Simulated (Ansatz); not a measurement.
Runs of Ansatz 0.2.0 on WS. The structure is cubic, space group Pm-3m (No. 221). Conventional cell: a = 3.008 Å, b = 3.008 Å, c = 3.008 Å, α = 90.00°, β = 90.00°, γ = 90.00°. Around W (site symmetry m-3m) lie 8 S at 2.60 Å. S (site symmetry m-3m) is surrounded by 8 W at 2.60 Å. The cell was built by a generator and needn't be a form met in nature.

| task | level | cell | k mesh | cutoff (eV) | mesh quality | gap on the mesh (eV) | pressure (GPa) | relaxed volume (Å³/atom) |
| --- | --- | --- | --- | --- | --- | --- | --- | --- |
| projected density of states | PBEsol | as given | 5 × 5 × 5 | 420 | coarse | none | -7.8 | - |
| projected density of states | PBE0 | as given | 5 × 5 × 5 | 420 | coarse | none | -8.4 | - |
| projected density of states | PBE | as given | 5 × 5 × 5 | 420 | coarse | none | 0.2 | - |
| projected density of states | BLYP | as given | 5 × 5 × 5 | 420 | coarse | none | 14.2 | - |
| projected density of states | revPBE | as given | 5 × 5 × 5 | 420 | coarse | none | (a) | - |
| projected density of states | LDA | as given | 5 × 5 × 5 | 420 | coarse | none | -11.7 | - |
| projected density of states | r2SCAN0 | as given | 5 × 5 × 5 | 500 | coarse | none | (c) | - |
| projected density of states | r2SCAN | as given | 5 × 5 × 5 | 500 | coarse | none | -2.9 | - |
| relaxation of cell and atoms | PBEsol+D4 | relaxed | 9 × 9 × 9 | 420 | not flagged | none | 0.0 | 13.00 |
| relaxation of cell and atoms | PBEsol+D3(BJ) | relaxed | 9 × 9 × 9 | 420 | not flagged | none | 0.0 | (b) |
| relaxation of cell and atoms | PBEsol+D3(BJ)-ATM | relaxed | 9 × 9 × 9 | 420 | not flagged | none | 0.0 | 12.91 |
| projected density of states | RPBE | as given | 5 × 5 × 5 | 420 | coarse | none | 3.4 | - |

Alike in all rows: potentials or basis Ansatz PAW; no spin polarisation; smearing fermi-dirac 0.05 eV.

**Question.** Fill in the values left out.

**Answer.** (a) 2.5; (b) 12.84; (c) -9.9.

Caveats: some runs use coarse meshes; the PAW data sets come from PBE, with cores solved anew for the run's functional, which leaves a small shift of forces and pressure (some runs); the plane-wave basis is chosen anew once the cell has moved, so the energies of steps on either side of that aren't comparable (some runs); pairwise dispersion overbinds metals, which lowers pressure and volume (some runs); the thresholds are loose for stress (some runs).

A k mesh can miss the band edges, and the runs leave out spin-orbit coupling on W.

A gap of «none» marks a metal or a gap under the smearing width.
